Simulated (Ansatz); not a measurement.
# BH3OTe (SMILES OB[TeH]): single points off equilibrium

One table from this session's results is given with a row withheld; the runs are named, their logs left out.

The runs use Ansatz 0.2.0, Gaussian basis; single points in def2-TZVPP.

Cores are frozen in the correlated methods. Filled d shells of the heavier atoms are correlated. Core potentials replace the inner electrons past krypton, and spin-orbit coupling is left out.

### Starting geometry

SMILES `OB[TeH]`, 6 atoms, charge 0, spin multiplicity 1.

Atoms are counted from 1 here; the program's logs count them from 0.

Bond lengths: O1–B2 1.274 Å, O1–H4 0.964 Å, B2–Te3 2.224 Å, B2–H5 1.150 Å, Te3–H6 1.515 Å. Angles: B2–O1–H4 120.1°, O1–B2–Te3 127.4°, O1–B2–H5 118.6°, Te3–B2–H5 114.0°, B2–Te3–H6 97.3°.

Coordinates:

```xyz
6
BH3OTe
O    -0.85270   -0.16420   -1.32120
B     0.03670   -0.24620   -0.41310
Te    0.08790    0.83830    1.52800
H    -1.63800    0.37670   -1.18090
H     0.93900   -0.93780   -0.58660
H     1.40680    0.28280    2.02410
```

Set-up of the first run:

The input, run/in.yaml:

```yaml
crystal:
  periodic: [false, false, false]
  atoms:
    - {symbol: O, position_ang: [-0.852700, -0.164200, -1.321200]}
    - {symbol: B, position_ang: [0.036700, -0.246200, -0.413100]}
    - {symbol: Te, position_ang: [0.087900, 0.838300, 1.528000]}
    - {symbol: H, position_ang: [-1.638000, 0.376700, -1.180900]}
    - {symbol: H, position_ang: [0.939000, -0.937800, -0.586600]}
    - {symbol: H, position_ang: [1.406800, 0.282800, 2.024100]}
basis:
  gaussian: {orbitals: def2-TZVPP}
correlation: {method: ccsd_t}
output: {forces: true}
```

No record of the launch command was kept for these runs.

Among the steps run: CCSD(T)/def2-TZVPP; PBE0-D4/def2-TZVPP; wB97M-V/def2-TZVPP; r2SCAN-D4/def2-TZVPP; PBE-D4/def2-TZVPP; BHLYP-D4/def2-TZVPP; CAM-B3LYP-D4/def2-TZVPP.

One table of the session follows, with a row left open; its other results are not shown here.

| method | RMS force component (eV/Å) | angle to CCSD(T) forces (°) | dipole (D) |
| --- | --- | --- | --- |
| CCSD(T) | 1.853 | reference | 1.23 |
| PBE0-D4 | ? | ? | ? |
| wB97M-V | 1.759 | 3.3 | 1.30 |
| r2SCAN-D4 | 1.770 | 4.7 | 1.27 |
| PBE-D4 | 1.865 | 7.2 | 1.30 |
| BHLYP-D4 | 1.674 | 9.1 | 1.19 |
| CAM-B3LYP-D4 | 1.706 | 5.6 | 1.24 |

Q: Estimate the row for PBE0-D4 from the others.

The run gave: RMS force component (eV/Å): 1.754; angle to CCSD(T) forces (°): 5.6; dipole (D): 1.23. In the column «RMS force component (eV/Å)» it lies between CAM-B3LYP-D4 (1.706) and wB97M-V (1.759).
